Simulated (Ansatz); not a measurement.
# BClH4O2: the cost of one run

Program: Ansatz 0.2.0, Gaussian basis. Level of theory: PBE0-D4/def2-SVP. These are calculated values, not measurements.

**1. Where the work starts**

The first end: 8 atoms, charge 0, spin multiplicity 1.

Atoms are counted from 1 here; the program's logs count them from 0.

Bond lengths: B1–Cl2 1.771 Å, B1–O3 1.349 Å, B1–O4 1.357 Å, O3–H7 0.962 Å, O4–H8 0.960 Å, H5–H6 0.747 Å. Angles: Cl2–B1–O3 118.0°, Cl2–B1–O4 120.9°, O3–B1–O4 121.1°, B1–O3–H7 112.0°, B1–O4–H8 113.5°.

Geometry (Å):

```
B     0.2428    0.7639    0.1500
Cl    1.4592    0.4647    1.4023
O     0.6731    0.9987   -1.1063
O    -1.0804    0.7611    0.4489
H     0.3747   -2.3411   -0.1879
H    -0.3500   -2.3742   -0.3646
H    -0.0560    1.1474   -1.7157
H    -1.2634    0.5795    1.3732
```

The second end:

```mol
BClH4O2
  3D, bonds by distance, orders not assigned

  8  6  0  0  0  0  0  0  0  0999 V2000
   -0.7890    0.0128    0.0312 B   0  0
    3.0802   -1.2704    0.6491 Cl  0  0
    0.5077    0.3358   -0.2353 O   0  0
   -1.7663    0.8285   -0.4371 O   0  0
    2.0222   -0.6130    0.2876 H   0  0
   -1.0030   -0.9765    0.6662 H   0  0
    0.6000    1.1445   -0.7505 H   0  0
   -2.6518    0.5384   -0.2113 H   0  0
  1  3  8  0
  1  4  8  0
  1  6  8  0
  2  5  8  0
  3  7  8  0
  4  8  8  0
M  END
```

**2. The band at PBE0-D4/def2-SVP**

neb/in.yaml reads:

```yaml
crystal:
  periodic: [false, false, false]
  atoms:
    - {symbol: B, position_ang: [0.242782, 0.763871, 0.150039]}
    - {symbol: Cl, position_ang: [1.459231, 0.464696, 1.402306]}
    - {symbol: O, position_ang: [0.673054, 0.998675, -1.106296]}
    - {symbol: O, position_ang: [-1.080417, 0.761150, 0.448893]}
    - {symbol: H, position_ang: [0.374694, -2.341081, -0.187919]}
    - {symbol: H, position_ang: [-0.349993, -2.374221, -0.364578]}
    - {symbol: H, position_ang: [-0.055995, 1.147409, -1.715726]}
    - {symbol: H, position_ang: [-1.263357, 0.579501, 1.373178]}
basis:
  gaussian: {orbitals: def2-SVP}
hamiltonian: {xc: pbe0, dispersion: d4}
neb:
  images: 5
  climbing: true
  max_iterations: 40
  initial_path: idpp
  final_atoms:
    - {symbol: B, position_ang: [-0.789032, 0.012755, 0.031177]}
    - {symbol: Cl, position_ang: [3.080236, -1.270412, 0.649134]}
    - {symbol: O, position_ang: [0.507728, 0.335811, -0.235335]}
    - {symbol: O, position_ang: [-1.766299, 0.828478, -0.437069]}
    - {symbol: H, position_ang: [2.022178, -0.612995, 0.287605]}
    - {symbol: H, position_ang: [-1.003023, -0.976545, 0.666162]}
    - {symbol: H, position_ang: [0.599969, 1.144493, -0.750506]}
    - {symbol: H, position_ang: [-2.651755, 0.538416, -0.211268]}
```

Command:

```console
> ansatz run in.yaml --threads 2 --pin off --events-out ev --progress --plain --max-ram 4352MiB
```

**Question.** How long does this run take on 2 threads of Arm Neoverse V2, shared host?

About 2.7 min.
